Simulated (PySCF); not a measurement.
# CH6GeN: the cost of one run

Computed with PySCF 2.14.0 and routines of our own; the level stands in each step. Atoms count from 0.

### Step 1. The starting structure

9 atoms, charge -1, multiplicity 1; geometry from: GFN2-xTB.

### Step 2. Optimising the geometry at PBE0-D3(BJ)/def2-SVP

What the job is given:

```
{"job": {"xc": "PBE0", "basis": "def2-SVP", "d3": "d3bj", "grid": 1, "maxiter": 30, "shake": 0.01, "kind": "geom"}, "charge": -1, "multiplicity": 1}
C     -0.929810    -0.367890    -0.051630
N     -0.230130     0.826260    -0.447730
Ge     1.680680     0.781110    -0.236510
H     -0.497340    -1.182660    -0.607970
H     -2.030040    -0.267990    -0.311150
H     -0.869820    -0.576100     1.014380
H     -0.576750     1.625200     0.077540
H      1.822720    -0.773220    -1.023670
H      1.688310    -0.081860     1.553010
```

On the command line:

```console
$ OMP_NUM_THREADS=1 python heavy_run.py task.json out
```

One launch serves the whole session: the jobs run in the order shown.

Q: Estimate the wall time and peak memory of this first job on 1 thread of Arm Neoverse N1, shared host.

About 33 s, with a peak of 0.37 GiB.
